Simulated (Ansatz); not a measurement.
# CH₅FNOSn radical: up Jacob's ladder to CCSD(T)

An exercise on one series of results from a longer session: the logs are not shown, and one member is left open.

Computed with Ansatz 0.2.0, Gaussian basis. Level: functionals in def2-TZVPP, the program's frozen cores in correlated methods.

Levels to be run: PBE-D4, r2SCAN-D4, PBE0-D4, B3LYP-D4, ωB97X-V, ωB97M-V, B2PLYP; CCSD(T)/def2-TZVPP; MP2/def2-QZVPP; extrapolation to the limit.

### The geometry

All runs share one geometry, relaxed beforehand with PBE0-D4 in a triple-zeta def2 set. Sn takes the def2 core potential; no spin-orbit term is included.

SMILES `C[O][Sn]([NH2])[F]`, 10 atoms, charge 0, spin multiplicity 2.

Atoms are counted from 1 here; the program's logs count them from 0.

Bond lengths: C1–O2 1.408 Å, C1–H6 1.096 Å, C1–H7 1.097 Å, C1–H8 1.094 Å, O2–Sn3 1.969 Å, Sn3–N4 2.047 Å, Sn3–F5 1.938 Å, N4–H9 1.016 Å, N4–H10 1.016 Å. Angles: O2–C1–H6 112.6°, O2–C1–H7 111.9°, O2–C1–H8 107.6°, H6–C1–H7 108.6°, H6–C1–H8 108.2°, H7–C1–H8 107.8°, C1–O2–Sn3 122.4°, O2–Sn3–N4 103.6°, O2–Sn3–F5 103.8°, N4–Sn3–F5 103.0°, Sn3–N4–H9 112.6°, Sn3–N4–H10 112.0°, H9–N4–H10 107.4°.

Set-up of the first run:

in.yaml reads:

```yaml
crystal:
  periodic: [false, false, false]
  atoms:
    - {symbol: C, position_ang: [-0.391913, -1.956781, 0.055990]}
    - {symbol: O, position_ang: [-0.025460, -0.768825, -0.605142]}
    - {symbol: Sn, position_ang: [0.865000, 0.723753, 0.320849]}
    - {symbol: N, position_ang: [0.166048, 2.381952, -0.655891]}
    - {symbol: F, position_ang: [-0.038805, 0.811782, 2.032933]}
    - {symbol: H, position_ang: [-0.831970, -1.772173, 1.042107]}
    - {symbol: H, position_ang: [0.459798, -2.637534, 0.174572]}
    - {symbol: H, position_ang: [-1.140083, -2.462186, -0.562303]}
    - {symbol: H, position_ang: [0.497886, 2.438590, -1.614224]}
    - {symbol: H, position_ang: [0.439510, 3.241411, -0.188891]}
basis:
  gaussian: {orbitals: def2-TZVPP}
magnetization: {spin_polarized: true, initial_magnetization: 1}
hamiltonian: {xc: pbe, dispersion: d4}
output: {forces: true, orbitals: {seedname: orbitals}}
```

Command:

```console
> ansatz run in.yaml --threads 2 --pin off --events-out ev --progress --plain --max-ram 22528MiB --backend cpu
```

Among the steps run: PBE-D4 (GGA); r2SCAN-D4 (meta-GGA); PBE0-D4 (hybrid); B3LYP-D4 (hybrid); ωB97X-V (range-separated); ωB97M-V (range-separated); B2PLYP (double hybrid); CCSD(T) in def2-TZVPP; MP2 in def2-QZVPP.

One of the session's tables, all rows but one given; the rest of the session is left out.

| method | atoms, summed (eV) | atomisation energy (kJ/mol) |
| --- | --- | --- |
| PBE-D4 | -13163.626 | 3525.9 |
| r2SCAN-D4 | -13171.140 | 3430.1 |
| PBE0-D4 | -13165.082 | 3400.2 |
| B3LYP-D4 | -13174.885 | 3426.5 |
| ωB97X-V | -13169.289 | 3432.0 |
| ωB97M-V | -13168.632 | 3418.7 |
| B2PLYP | -13162.295 | 3380.7 |
| HF/def2-TZVPP | -13120.286 | 2267.5 |
| MP2/def2-TZVPP | -13141.104 | 3370.7 |
| CCSD/def2-TZVPP | -13142.793 | 3241.1 |
| CCSD(T)/def2-TZVPP | ? | ? |
| MP2/CBS | -13153.759 | 3495.8 |
| CCSD(T)/CBS | -13155.898 | 3434.6 |

Estimate the missing values for CCSD(T)/def2-TZVPP.

As computed: atoms, summed (eV): -13143.244; atomisation energy (kJ/mol): 3309.4. In the column «atoms, summed (eV)» it lies between MP2/CBS (-13153.759) and CCSD/def2-TZVPP (-13142.793).
